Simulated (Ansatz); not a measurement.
# Mg: strong compression

The task here is to estimate one member of a computed series from the others.

Program: Ansatz 0.2.0. Level of theory: DFT PBE, with the methods named in each step. These are calculated values, not measurements.

### The structure to begin with

It takes space group P6_3/mmc (No. 194, hexagonal). The conventional cell has a = 3.198 Å, b = 3.198 Å, c = 5.180 Å, α = 90.00°, β = 90.00°, γ = 120.00°. Mg (site symmetry -6m2) has 12 Mg at 3.18 to 3.20 Å in its first shell of neighbours.

Structure file:

```cif
data_structure
_symmetry_space_group_name_H-M 'P 1'
_symmetry_Int_Tables_number 1
_cell_length_a 3.1977
_cell_length_b 3.1977
_cell_length_c 5.1802
_cell_angle_alpha 90.000
_cell_angle_beta 90.000
_cell_angle_gamma 120.000
_cell_volume 45.87
loop_
_atom_site_label
_atom_site_type_symbol
_atom_site_fract_x
_atom_site_fract_y
_atom_site_fract_z
_atom_site_occupancy
Mg1 Mg 0.33333 0.66667 0.25000 1
Mg2 Mg 0.66667 0.33333 0.75000 1
```

Whether this phase is the stable one at these pressures isn't tested.

Atoms are numbered in the order of the input: Mg1, Mg2.

The first run:

Input file input.yaml:

```yaml
crystal:
  lattice:
    - [3.1976727045, 0.0, 0.0]
    - [-1.5988363523, 2.7692657951, 0.0]
    - [0.0, 0.0, 5.1802297813]
  atoms:
    - { symbol: Mg, position: [0.3333333333, 0.6666666667, 0.25] }
    - { symbol: Mg, position: [0.6666666667, 0.3333333333, 0.75] }
kpoints:
  mp_grid: { grid: [15, 15, 8] }
scf:
  occupations: { method: fermi_dirac, width: 0.1 }
hamiltonian:
  xc: pbe
  pseudopotentials: { kind: paw }
output:
  forces: true
  stress: true
relax:
  f_tol: 0.005
  max_steps: 40
  cell: {}
```

Started as:

```sh
$ ansatz run input.yaml --threads 1 --pin off --max-ram 2048MiB --backend cpu --events-out ev --progress --plain --runs-dir out
```

Among the steps run: Cell relaxed at zero pressure, PAW; Volume scaled by 1, PAW; Shape and atoms relaxed at 0.92 of the volume, PAW; Volume scaled by 0.92, PAW; Shape and atoms relaxed at 0.84 of the volume, PAW; Volume scaled by 0.84, PAW; Shape and atoms relaxed at 0.76 of the volume, PAW; Volume scaled by 0.76, PAW; Volume scaled by 0.76, PAW (source ansatz); Shape and atoms relaxed at 0.68 of the volume, PAW; Volume scaled by 0.68, PAW; Shape and atoms relaxed at 0.6 of the volume, PAW; Volume scaled by 0.6, PAW; Shape and atoms relaxed at 0.52 of the volume, PAW; Volume scaled by 0.52, PAW; Shape and atoms relaxed at 0.45 of the volume, PAW; Volume scaled by 0.45, PAW; Volume scaled by 0.45, PAW (level accurate).

One table of the session follows, with a row left open; its other results are not shown here.

```
              method  volume over the first  volume (Å³/atom)  pressure (GPa)
                 PAW                      1            22.949            0.03
                 PAW                   0.92            21.113            3.57
                 PAW                   0.84            19.277            8.90
                 PAW                   0.76            17.441           17.00
                 PAW                   0.68            15.605           29.59
                 PAW                    0.6            13.769           49.78
                 PAW                   0.52                 ?               ?
                 PAW                   0.45            10.327          134.18
PAW (level accurate)                   0.45            10.327          134.23
 PAW (source ansatz)                   0.76            17.441           16.96
```

Estimate the missing values for PAW, 0.52.

The run gave: volume (Å³/atom): 11.934; pressure (GPa): 83.62. In the column «volume (Å³/atom)» it lies between PAW (level accurate), 0.45 (10.327) and PAW, 0.6 (13.769).
